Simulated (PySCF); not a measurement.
# HHfO2 (Hf(O)(OH)+): the cost of one run

Method: PBE0, Hf def2-SVP with ECP60, O def2-SVP, H def2-SVP; scalar-relativistic core potentials, no spin–orbit coupling; program: PySCF 2.14.0.

1 further run of the same task is left out (for a known fault of the program).

## (1) The starting structure

4 atoms, charge 1, spin multiplicity 1.

Bond lengths: Hf1–O2 1.613 Å, Hf1–O3 1.918 Å, O3–H4 0.966 Å. Angles: O2–Hf1–O3 131.8°, Hf1–O3–H4 158.8°.

Coordinates:

```xyz
4

Hf    0.0000    0.0000    0.0000
O     1.4725    0.0000    0.6590
O    -1.7510    0.0000    0.7836
H    -2.7106    0.0906    0.8427
```

Formal oxidation states: Hf +4.

## (2) SCF at the start, singlet

run.py (the lines that set the calculation) reads:

```python
mol = gto.M(atom='''
Hf     0.00000     0.00000     0.00000
O      1.47250     0.00000     0.65900
O     -1.75100     0.00000     0.78360
H     -2.71060     0.09060     0.84270''',
    basis={'Hf': 'def2-SVP', 'O': 'def2-SVP', 'H': 'def2-SVP'},
    ecp={'Hf': 'def2-SVP'},
    charge=1, spin=0)
mf = dft.RKS(mol, xc='PBE0')
mf.grids.atom_grid = (50, 194)
mf = mf.density_fit()  # fitting sets: Hf def2-universal-JKFIT, O def2-universal-JKFIT, H def2-universal-JKFIT
mf.conv_tol = 1e-08; mf.max_cycle = 55
mf.kernel(dm0)  # dm0: free metal ions and neutral atoms
```

Started as:

```
$ OMP_NUM_THREADS=2 python run.py
```

What time and memory should one allow on 2 threads of Arm Neoverse V1, shared host?

About 1.2 s, with a peak of 0.3 GiB.
